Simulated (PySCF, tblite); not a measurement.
# C7H10P−: geometry, infrared bands and NMR shifts

What infrared bands and NMR shifts should C7H10P− (`Cc1cc(C)c(C)[p-]1`) show?

The runs use tblite 0.8.0 and PySCF 2.14.0, with density-fitted response routines of our own; the level of theory stands in each step. All values are computed, except where a source is named. Atoms are numbered from 0 throughout.

### Step 1. The molecule as given

18 atoms, charge -1, multiplicity 1; geometry from: force field or distance geometry start.

Bonds of the start (Å): C0–C1 1.50, C1–C2 1.35, C2–C3 1.36, C3–C4 1.52, C3–C5 1.37, C5–C6 1.47, C5–P7 1.79, P7–C1 1.79, C0–H8 1.10, C0–H9 1.12, C0–H10 1.11, C2–H11 1.10, C4–H12 1.11, C4–H13 1.12, C4–H14 1.09, C6–H15 1.11, C6–H16 1.10, C6–H17 1.13.

### Step 2. Optimising the geometry with GFN2-xTB

The job: settings as JSON, then the geometry in Å.

```
{"job": {"kind": "relax", "xc": "GFN2-xTB", "basis": "xTB"}, "charge": -1, "multiplicity": 1}
C      3.117000    -0.640800    -0.191900
C      1.622100    -0.515800    -0.136800
C      0.928800     0.625000     0.061400
C     -0.427200     0.533900     0.078200
C     -1.321600     1.738900     0.294400
C     -0.968100    -0.712500    -0.073700
C     -2.387500    -1.095300    -0.083800
P      0.419100    -1.834400    -0.270200
H      3.338600    -1.672600    -0.486700
H      3.575700    -0.361400     0.788800
H      3.475800     0.051600    -0.985800
H      1.437900     1.595400     0.180100
H     -2.242400     1.517800    -0.276400
H     -0.802600     2.651200    -0.103400
H     -1.467300     1.835500     1.369900
H     -2.494500    -2.052900    -0.632500
H     -3.061900    -0.332000    -0.508000
H     -2.750500    -1.325300     0.964800
```

On the command line:

```bash
OMP_NUM_THREADS=1 python probes_run.py task.json out
```

One launch serves the whole session: the jobs run in the order shown.

**Question.** This job is followed by: GFN2-xTB harmonic vibrations, gas phase; GIAO PBE0/pcSseg-1 NMR shielding, non-relativistic, gas phase. Predict these results of the whole session: strongest single infrared mode (GFN2-xTB); zero-point energy (GFN2-xTB); 13C shifts against TMS (PBE0/pcSseg-1); 1H shifts against TMS (PBE0/pcSseg-1, means over atoms taken as alike); 31P shifts against H3PO4 (PBE0/pcSseg-1).

The runs gave:

```
                                                              quantity                                             value
                             strongest single infrared mode (GFN2-xTB)                             2987 cm⁻¹, 203 km/mol
                                          zero-point energy (GFN2-xTB)                                     91.2 kcal/mol
                                13C shifts against TMS (PBE0/pcSseg-1)  139.5, 136.6, 122.4, 120.6, 21.2, 19.9, 18.6 ppm
1H shifts against TMS (PBE0/pcSseg-1, means over atoms taken as alike)                        6.44, 2.43, 2.28, 2.22 ppm
                              31P shifts against H3PO4 (PBE0/pcSseg-1)                                          93.3 ppm
```

The optimisation took 104 steps and gained 0.449 eV; among the close pairs (by a distance rule), C2–C3 changed most, from 1.359 to 1.402 Å. All 48 modes are real, so the xTB geometry is a minimum. The strongest single mode, at 2987 cm⁻¹, moves mainly H13. GFN2-xTB is a fitted tight-binding method: band positions and strengths are rough. Its intensities can rank the bands wrongly. At PBE0/pcSseg-1: The largest span, 223 ppm, is at C1, where the paramagnetic term is -219 ppm. NICS(1)zz of -26 ppm above the planar ring from C1 marks a diatropic (aromatic) ring current.
